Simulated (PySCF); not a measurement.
**doublet C2H5BBr at UMP2/def2-SVP**

We compute the energy of doublet C2H5BBr. The job is set up through a Python script.

Program for the calculation: PySCF 2.14.0.

9 further runs of the same task are left out: 9 set aside as unsound or not needed.

### 1 The molecule

C2H5BBr has 9 atoms, charge 0, and is taken as a doublet. SMILES of the parent species: `C=C[BH2-]Br`. The coordinates come from a GFN2-xTB relaxation. That shape belongs to the parent species and isn't relaxed for this state.

Bond lengths: C1–C2 1.324 Å, C2–B3 1.606 Å, B3–Br4 2.050 Å, C1–H5 1.083 Å, C1–H6 1.088 Å, C2–H7 1.092 Å, B3–H8 1.209 Å, B3–H9 1.210 Å. Some angles: C1–C2–B3 125.1°, C2–B3–Br4 108.6°, C1–C2–H7 116.2°, B3–C2–H7 118.7°, C2–C1–H5 121.2°, C2–C1–H6 123.9°, C2–B3–H8 112.0°, C2–B3–H9 111.9°, Br4–B3–H8 106.3°, Br4–B3–H9 106.1°.

### 2 A single-point energy at UMP2/def2-SVP

The input, run.py:

```python
from pyscf import gto, scf, mp

mol = gto.Mole()
mol.atom = '''
C        0.158320       1.420020      -0.484040
C        0.498470       0.171760      -0.204340
B       -0.480710      -0.933200       0.427480
Br       0.579060      -2.666270       0.705240
H       -0.841990       1.786200      -0.289550
H        0.837490       2.150610      -0.917220
H        1.528030      -0.111060      -0.435030
H       -0.888470      -0.606520       1.518180
H       -1.390210      -1.211540      -0.320710
'''
mol.spin = 1
mol.max_memory = 1860
mol.basis = 'def2-svp'
mol.verbose = 3
mol.charge = 0
mol.build()

mf = scf.UHF(mol)
mf.conv_tol = 1e-08
mf.kernel()

pt = mp.MP2(mf, frozen=12).run()
e_final = pt.e_tot
print('Final energy', e_final)
```

Command:

```bash
$ OMP_NUM_THREADS=1 python run.py
```

What values should one expect? Wanted: total energy; dipole moment; HOMO energy; LUMO energy; correlation energy; ⟨S²⟩ of the reference determinant.

**Answer.** As computed:

Level: UMP2/def2-SVP, 12 core orbitals frozen.

| quantity | value |
| --- | --- |
| total energy | -2675.82836 Eh |
| dipole moment (Hartree–Fock density) | 8.22 D |
| HOMO energy (Hartree–Fock orbitals) (highest over α and β) | -9.18 eV |
| LUMO energy (Hartree–Fock orbitals) (lowest over α and β) | -2.20 eV |
| correlation energy (12 core orbitals frozen) | -565.1 mEh |
| ⟨S²⟩ of the reference determinant | 0.762 |

**Reading.** Mulliken charges of the mean-field density run from -0.44 on Br4 to +0.15 on B3.
